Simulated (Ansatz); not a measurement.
# SiCl₃+: basis-set convergence

An exercise on one series of results from a longer session: the logs are not shown, and one member is left open.

Program: Ansatz 0.2.0, Gaussian basis. Level of theory: one geometry, several basis sets. These are calculated values, not measurements.

Levels to be run: PBE0-D4/def2-SVP; ωB97M-V/def2-SVP; PBE0-D4/def2-QZVPP; ωB97M-V/def2-QZVPP; the functionals' def2-TZVPP values are taken from earlier runs.

## The relaxed structure

All runs share one geometry, relaxed beforehand with PBE0-D4 in a triple-zeta def2 set.

SMILES `Cl[Si+](Cl)Cl`, 4 atoms, charge 1, spin multiplicity 1.

Atoms are counted from 1 here; the program's logs count them from 0.

Bond lengths: Cl1–Si2 1.947 Å, Si2–Cl3 1.947 Å, Si2–Cl4 1.947 Å. Angles: Cl1–Si2–Cl3 120.0°, Cl1–Si2–Cl4 120.0°, Cl3–Si2–Cl4 120.0°.

Set-up of the first run:

Input file in.yaml:

```yaml
crystal:
  periodic: [false, false, false]
  atoms:
    - {symbol: Cl, position_ang: [-1.556046, -0.622342, 0.990905]}
    - {symbol: Si, position_ang: [-0.000013, -0.000081, -0.000072]}
    - {symbol: Cl, position_ang: [1.772029, -0.669592, 0.449493]}
    - {symbol: Cl, position_ang: [-0.215970, 1.292014, -1.440326]}
basis:
  gaussian: {orbitals: def2-SVP}
total_charge: 1
hamiltonian: {xc: pbe0, dispersion: d4}
output: {orbitals: {seedname: orbitals}}
```

Among the steps run: PBE0-D4 in def2-SVP; ωB97M-V in def2-SVP; PBE0-D4 in def2-QZVPP; ωB97M-V in def2-QZVPP.

One table of the session follows, with a row left open; its other results are not shown here.

It belongs to the step «Density functionals: the series». 

| functional | basis | HOMO (eV) | LUMO (eV) |
| --- | --- | --- | --- |
| PBE0-D4 | def2-SVP | -15.58 | -8.41 |
| PBE0-D4 | def2-TZVPP | -15.47 | -8.28 |
| PBE0-D4 | def2-QZVPP | -15.47 | -8.28 |
| ωB97M-V | def2-SVP | -17.75 | -6.31 |
| ωB97M-V | def2-TZVPP | ? | ? |
| ωB97M-V | def2-QZVPP | -17.69 | -6.21 |

**Question.** Estimate the row for ωB97M-V, def2-TZVPP.

**Answer.** HOMO (eV): -17.68; LUMO (eV): -6.20. In the column «HOMO (eV)» it lies between ωB97M-V, def2-QZVPP (-17.69) and PBE0-D4, def2-SVP (-15.58).
